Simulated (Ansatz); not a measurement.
# C₆H₁₅FO₂Sn: basis-set convergence

The task here is to estimate one member of a computed series from the others.

Computed with Ansatz 0.2.0, Gaussian basis. Level: one geometry, several basis sets.

The runs, in order: PBE0-D4/def2-SVP; ωB97M-V/def2-SVP; PBE0-D4/def2-QZVPP; ωB97M-V/def2-QZVPP; the functionals' def2-TZVPP values are taken from earlier runs.

### Structure used throughout

An earlier PBE0-D4 in a triple-zeta def2 set relaxation fixed the geometry. Sn takes the def2 core potential; no spin-orbit term is included.

SMILES `C[O][Sn]([F])([O]C)[C](C)(C)C`, 25 atoms, charge 0, spin multiplicity 1.

Atoms are counted from 1 here; the program's logs count them from 0.

Bond lengths: C1–O2 1.412 Å, C1–H11 1.096 Å, C1–H12 1.096 Å, C1–H13 1.093 Å, O2–Sn3 1.946 Å, Sn3–F4 1.933 Å, Sn3–O5 1.954 Å, Sn3–C7 2.154 Å, O5–C6 1.410 Å, C6–H14 1.094 Å, C6–H15 1.098 Å, C6–H16 1.095 Å, C7–C8 1.522 Å, C7–C9 1.522 Å, C7–C10 1.523 Å, C8–H17 1.093 Å, C8–H18 1.097 Å, C8–H19 1.093 Å and more. Angles: O2–C1–H11 112.3°, O2–C1–H12 111.7°, O2–C1–H13 107.9°, H11–C1–H12 108.4°, H11–C1–H13 108.2°, H12–C1–H13 108.2°, C1–O2–Sn3 120.9°, O2–Sn3–F4 107.2°, O2–Sn3–O5 105.6°, O2–Sn3–C7 111.4°, F4–Sn3–O5 102.8°, F4–Sn3–C7 110.3°, O5–Sn3–C7 118.7°, Sn3–O5–C6 121.9°, O5–C6–H14 107.9°, O5–C6–H15 111.9°, O5–C6–H16 112.7°, H14–C6–H15 107.9° and more.

Set-up of the first run:

in.yaml reads:

```yaml
crystal:
  periodic: [false, false, false]
  atoms:
    - {symbol: C, position_ang: [-1.603696, 1.040396, -2.923211]}
    - {symbol: O, position_ang: [-0.525276, 0.432011, -2.245197]}
    - {symbol: Sn, position_ang: [-0.626611, 0.058852, -0.338124]}
    - {symbol: F, position_ang: [-2.056513, -1.216367, -0.080354]}
    - {symbol: O, position_ang: [-1.342368, 1.683919, 0.476875]}
    - {symbol: C, position_ang: [-2.316510, 1.639150, 1.495243]}
    - {symbol: C, position_ang: [1.229414, -0.741186, 0.407484]}
    - {symbol: C, position_ang: [1.494645, -2.051364, -0.321227]}
    - {symbol: C, position_ang: [1.075712, -0.971489, 1.904421]}
    - {symbol: C, position_ang: [2.327030, 0.274538, 0.121282]}
    - {symbol: H, position_ang: [-1.949007, 1.951466, -2.421448]}
    - {symbol: H, position_ang: [-2.454902, 0.357511, -3.026341]}
    - {symbol: H, position_ang: [-1.260734, 1.311500, -3.925448]}
    - {symbol: H, position_ang: [-2.753052, 2.637667, 1.587958]}
    - {symbol: H, position_ang: [-1.880573, 1.370362, 2.466271]}
    - {symbol: H, position_ang: [-3.123081, 0.931031, 1.277308]}
    - {symbol: H, position_ang: [1.594684, -1.907465, -1.399605]}
    - {symbol: H, position_ang: [2.435463, -2.481054, 0.045431]}
    - {symbol: H, position_ang: [0.705005, -2.785734, -0.145545]}
    - {symbol: H, position_ang: [0.277646, -1.682620, 2.131185]}
    - {symbol: H, position_ang: [0.873451, -0.042948, 2.444562]}
    - {symbol: H, position_ang: [2.010445, -1.385973, 2.302350]}
    - {symbol: H, position_ang: [3.283668, -0.118653, 0.487735]}
    - {symbol: H, position_ang: [2.148284, 1.227110, 0.626424]}
    - {symbol: H, position_ang: [2.436875, 0.469342, -0.948031]}
basis:
  gaussian: {orbitals: def2-SVP}
hamiltonian: {xc: pbe0, dispersion: d4}
output: {orbitals: {seedname: orbitals}}
```

Among the steps run: PBE0-D4 in def2-SVP; ωB97M-V in def2-SVP; PBE0-D4 in def2-QZVPP; ωB97M-V in def2-QZVPP.

One of the session's tables, all rows but one given; the rest of the session is left out.

It belongs to the step «Functionals by basis». 

| functional | basis | HOMO (eV) |
| --- | --- | --- |
| PBE0-D4 | def2-SVP | -7.44 |
| PBE0-D4 | def2-TZVPP | -7.54 |
| PBE0-D4 | def2-QZVPP | -7.56 |
| ωB97M-V | def2-SVP | ? |
| ωB97M-V | def2-TZVPP | -9.79 |
| ωB97M-V | def2-QZVPP | -9.81 |

Q: Estimate the row for ωB97M-V, def2-SVP from the others.

As computed: HOMO (eV): -9.70. In the column «HOMO (eV)» it lies between ωB97M-V, def2-TZVPP (-9.79) and PBE0-D4, def2-QZVPP (-7.56).
